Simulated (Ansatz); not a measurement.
# HfIn4SiO6 (P312) in Ansatz: band structure with PBE

Aim: the band structure of HfIn4SiO6 with PBE.

Program: Ansatz 0.2.0. These are calculated values, not measurements. Logs are shortened: lines on timing, memory, paths and dates and some standing lists are left out, and cuts for length are marked.

**1. The crystal as given**

It takes space group P312 (No. 149, trigonal). Conventional cell: a = 5.277 Å, b = 5.277 Å, c = 10.559 Å, α = 90.00°, β = 90.00°, γ = 120.00°. Around Hf (site symmetry 32) lie 6 O at 2.10 Å. In (site symmetry 3) is surrounded by 3 O at 2.62 Å. In (site symmetry 3) is surrounded by 3 O at 2.32 Å. Si (site symmetry 32) is surrounded by 6 O at 1.83 Å. O (site symmetry 1) has 1 Si at 1.83 Å and 1 Hf at 2.10 Å as nearest neighbours.

The cell was built by a generator and needn't be a form met in nature.

**2. Band structure, PBE**

Input file input.yaml:

```yaml
crystal:
  lattice:
    - [5.27743, 0.0, 0.0]
    - [-2.63872, 4.57039, 0.0]
    - [0.0, 0.0, 10.55905]
  atoms:
    - { symbol: Hf, position: [0.66667, 0.33333, 0.0] }
    - { symbol: In, position: [0.0, 0.0, 0.30446] }
    - { symbol: In, position: [0.0, 0.0, 0.69554] }
    - { symbol: In, position: [0.33333, 0.66667, 0.78919] }
    - { symbol: In, position: [0.33333, 0.66667, 0.21081] }
    - { symbol: Si, position: [0.0, 0.0, 0.0] }
    - { symbol: O, position: [0.973, 0.70496, 0.89972] }
    - { symbol: O, position: [0.29504, 0.027, 0.10028] }
    - { symbol: O, position: [0.29504, 0.26804, 0.89972] }
    - { symbol: O, position: [0.73196, 0.70496, 0.10028] }
    - { symbol: O, position: [0.73196, 0.027, 0.89972] }
    - { symbol: O, position: [0.973, 0.26804, 0.10028] }
hamiltonian:
  xc: pbe
  pseudopotentials: { kind: paw }
kpoints:
  mp_grid: { grid: [6, 6, 3] }
  band_path:
    path:
      - [[0.0, 0.0, 0.0], [0.5, 0.0, 0.0], [0.3333333333, 0.3333333333, 0.0], [0.0, 0.0, 0.0], [0.0, 0.0, 0.5], [0.5, 0.0, 0.5], [0.3333333333, 0.3333333333, 0.5], [0.0, 0.0, 0.5]]
      - [[0.5, 0.0, 0.5], [0.5, 0.0, 0.0]]
      - [[0.3333333333, 0.3333333333, 0.0], [0.3333333333, 0.3333333333, 0.5]]
    npoints: 10
scf:
  occupations: { method: fermi_dirac, width: 0.05 }
  n_extra_bands: 30
output:
  forces: true
  stress: true
  eigenvalues: true
  fatbands: false
```

Potentials or basis: Ansatz PAW.

Run with:

```sh
ansatz run input.yaml --threads 8 --pin off --max-ram 20480MiB --backend cpu --events-out ev --progress --plain --runs-dir out
```

Standard output:

```text
Warning: the atoms were moved onto the symmetric positions of the space group found under crystal.symmetry.tolerance 1.0e-5 (fractional; no operation is sought that the atoms, as they stand in a round, miss by more than twice it, and no atom is moved by as much as it), and the run uses the moved positions. Before a round's move an operation carried an atom to 5.72e-5 Å from where it should land, the largest such distance. Atom 0 (counting from 0) moved farthest, by 3.05e-5 Å; the longest move in fractions of the cell, of whichever atom, is 0.47 of the tolerance, in 1 round. To run the atoms as typed, lower crystal.symmetry.tolerance until the operations that they miss are no longer found, or set crystal.symmetry.detect: false (a key that needs symmetry detection or time reversal refuses this as the deck is read). The positions used, in the order of the run's atom list: position: [0.6666666666666666, 0.3333333333333333, 0.0]; position: [4.664483385587344e-17, -2.288894781717933e-18, 0.30446]; position: [4.664483385587344e-17, -2.288894781717933e-18, 0.69554]; position: [0.3333333333333334, 0.6666666666666666, 0.78919]; position: [0.3333333333333334, 0.6666666666666666, 0.21081]; position: [4.664483385587344e-17, -2.288894781717933e-18, 0.0]; position: [0.973, 0.70496, 0.89972]; position: [0.29504, 0.027000000000000014, 0.10028]; position: [0.29504, 0.26803999999999994, 0.89972]; position: [0.73196, 0.70496, 0.10028]; position: [0.73196, 0.027000000000000014, 0.89972]; position: [0.973, 0.26803999999999994, 0.10028]; The lattice was moved too: crystal.lattice keeps the space group found at crystal.symmetry.tolerance 1.0e-5 only nearly: the operation that it misses by the most changes a squared length by the fraction 2.19e-6. The run uses the lattice that is a stretch of the typed one, with no rotation, onto the one that keeps every operation to a double's rounding (on a very oblique basis the stretch itself rounds by more); the deck's lattice vector that moved farthest moved by 3.02e-6 Å. To run the lattice as typed, set crystal.symmetry.tolerance under 5.05e-7, the least fraction by which an operation that the lattice misses changes a squared length (the same key also sets how far an atom may lie from its image, so lowering it can lose operations that the atoms keep only within it), or set crystal.symmetry.detect: false, as for the atoms. crystal.lattice made exact, in Å and degrees: [[5.277430896802439, 2.886751346061088e-6, 0.0], [-2.63871794840122, 4.5703877799721315, 0.0], [0.0, 0.0, 10.55905]]. Pasted over the deck's crystal.lattice, beside positions in fractional coordinates, it runs the same cell (given as lengths and angles, that cell in the form's own orientation, a rigid turn of the misfit's size from the one run here, for which a checkpoint.post_process_only pass over this run's state can be refused: where this run relaxes nothing, give such a pass this deck's own crystal.lattice, as typed; behind a relaxation, as crystal.lattice, the state's own cell, identity.cell in its checkpoint.json), and a matrix so pasted ends this notice, except on a very skew basis of the lattice, where the rounding of the pasted numbers themselves can read as a misfit: the cell is then moved again, and that move is told again. The lattice as run is in this notice's lattice.as_run_ang field (Run.prep()["deck_notices"] in Python, the deck_notice line of an events file, deck_notices of ansatz run --dry-run=json, or deck_notices in record.json in the deck's checkpoint.write directory).
Warning: RAYON_NUM_THREADS=8 ignored (pool sized by the plan → 8); use --threads N
scf.n_extra_bands = 30 over 59 filled bands (N_el = 118.0): the run solves 89 bands
[... 86 lines left out ...]
  k-point 1: bands = ["-55.5771", "-24.4091", "-24.4012", "-24.4012", "-13.8401", "-12.1496", "-12.1496", "-12.1201", "-11.4905", "-11.4905", "-7.7906", "-7.7899", "-7.7891", "-7.7885", "-7.6994", "-7.6967", "-7.6950", "-7.6933", "-7.6905", "-7.6764", "-7.4586", "-7.4578", "-7.4563", "-7.4555", "-7.4531", "-7.4272", "-7.4107", "-7.4107", "-7.3714", "-7.3714", "-5.4407", "-5.4323", "-5.4323", "-5.3980", "-5.3959", "-5.3933", "-5.3933", "-2.2997", "-0.3397", "0.0060", "0.0060", "0.1068", "0.5659", "1.4125", "1.4133", "2.0579", "2.1960", "2.1966", "2.8791", "3.0006", "3.0023", "3.4035", "3.6543", "3.6549", "4.2057", "4.2064", "4.2555", "6.5325", "6.9466", "8.8145", "8.8601", "9.1807", "9.1832", "9.2292", "9.4240", "10.1983", "10.5576", "10.5704", "11.3332", "11.3476", "11.5131", "11.7951", "11.9645", "12.7281", "12.8880", "13.8014", "14.5024", "14.5955", "14.6156", "14.8871", "15.2632", "15.3218", "16.0862", "16.1892", "16.2162", "16.5714", "17.2154", "17.4870", "17.7235"]
  k-point 2: bands = ["-55.5771", "-24.4088", "-24.4036", "-24.4017", "-13.7591", "-12.2300", "-12.1922", "-12.0304", "-11.5477", "-11.4924", "-7.7956", "-7.7938", "-7.7901", "-7.7867", "-7.7043", "-7.6977", "-7.6977", "-7.6883", "-7.6854", "-7.6746", "-7.4714", "-7.4668", "-7.4596", "-7.4551", "-7.4375", "-7.4242", "-7.4137", "-7.4026", "-7.3819", "-7.3725", "-5.4402", "-5.4335", "-5.4324", "-5.4004", "-5.3998", "-5.3936", "-5.3904", "-2.1895", "-0.3310", "-0.1772", "0.1867", "0.3215", "0.5051", "1.0179", "1.4912", "2.0855", "2.3620", "2.4779", "2.7685", "2.8380", "2.9638", "3.4196", "3.4909", "3.7666", "4.0089", "4.0987", "4.7238", "6.0568", "6.5326", "8.2078", "8.6778", "8.7852", "9.2793", "9.3572", "9.9462", "10.5449", "10.5565", "11.0530", "11.2148", "11.4843", "11.7641", "12.0808", "12.1581", "12.7021", "13.4070", "14.0060", "14.3091", "14.3469", "14.4704", "14.7667", "15.1741", "15.4102", "16.3329", "16.4226", "16.8542", "16.8947", "17.4165", "17.4217", "17.6697"]
  k-point 16: bands = ["-55.5771", "-24.4102", "-24.4077", "-24.4055", "-13.3781", "-12.4705", "-12.2617", "-11.9731", "-11.7493", "-11.4592", "-7.8311", "-7.8228", "-7.7633", "-7.7622", "-7.7209", "-7.6978", "-7.6916", "-7.6861", "-7.6829", "-7.6735", "-7.5078", "-7.4841", "-7.4538", "-7.4489", "-7.4383", "-7.4125", "-7.4123", "-7.4029", "-7.4001", "-7.3657", "-5.4393", "-5.4380", "-5.4340", "-5.4157", "-5.4109", "-5.3899", "-5.3765", "-1.5671", "-0.7124", "-0.3529", "0.3932", "0.5065", "0.7418", "1.0571", "1.4390", "1.6727", "2.1688", "2.2392", "3.0409", "3.2958", "3.3585", "3.3717", "3.4696", "3.7996", "4.1389", "4.1550", "4.5551", "4.6516", "5.2981", "7.1710", "7.7593", "9.2809", "9.7250", "9.7608", "10.0879", "10.2846", "11.0350", "11.2777", "11.9967", "12.0609", "12.1484", "12.8440", "13.0650", "13.4058", "13.7066", "13.7578", "14.0010", "14.4021", "14.5704", "14.5797", "15.6698", "15.9645", "16.3932", "16.9547", "17.1733", "17.4709", "17.4898", "18.2035", "18.3152"]
```

It took 19 s on 8 threads of Intel Xeon Platinum 8375C at 2.90GHz (Ice Lake), shared host; peak memory 2 GiB.

What came out:

| Quantity | Value |
| --- | --- |
| Free energy | -42159.9299 eV |
| Pressure | 0.0 GPa |
| Band gap on the k mesh | none (metal or under the smearing width) |

Forces on the atoms (eV/Å):
```
Hf   0.000  0.000  0.000
In   0.000  0.000 -0.001
In   0.000  0.000  0.001
In   0.000  0.000  0.001
In   0.000  0.000 -0.001
Si   0.000  0.000  0.000
O    0.001 -0.002  0.002
O    0.002  0.000 -0.002
O    0.001  0.002  0.002
O   -0.001 -0.002 -0.002
O   -0.002  0.000  0.002
O   -0.001  0.002 -0.002
```

Levels at the corners of the path, in eV from the Fermi level:
```
point  band 55  band 56  band 57  band 58  band 59  band 60  band 61  band 62  band 63  band 64
    Γ    -2.89    -2.89    -2.44    -0.91     0.01     1.72     1.82     1.82     2.01     2.01
    M    -3.00    -2.97    -2.50    -2.07    -1.75     1.08     1.09     1.50     2.12     2.51
    K    -3.18    -2.94    -2.55    -2.27    -1.78     0.10     0.62     2.23     2.44     2.70
    Γ    -2.89    -2.89    -2.44    -0.91     0.01     1.72     1.82     1.82     2.01     2.01
    A    -2.98    -2.89    -2.89    -0.34    -0.33     1.72     1.72     2.13     2.13     2.34
    L    -2.98    -2.90    -2.88    -2.04    -1.88     0.91     1.39     1.53     2.11     2.41
    H    -2.95    -2.79    -2.71    -2.61    -1.72     0.15     0.57     2.31     2.63     2.68
    A    -2.98    -2.89    -2.89    -0.34    -0.33     1.72     1.72     2.13     2.13     2.34
    L    -2.98    -2.90    -2.88    -2.04    -1.88     0.91     1.39     1.53     2.11     2.41
    M    -3.00    -2.97    -2.50    -2.07    -1.75     1.08     1.09     1.50     2.12     2.51
    K    -3.18    -2.94    -2.55    -2.27    -1.78     0.10     0.62     2.23     2.44     2.70
    H    -2.95    -2.79    -2.71    -2.61    -1.72     0.15     0.57     2.31     2.63     2.68
```

Caveat: the pressure holds a Pulay correction of +0.3 GPa for the finite cutoff; spin-orbit coupling is left out, which moves the levels of the heavy elements.
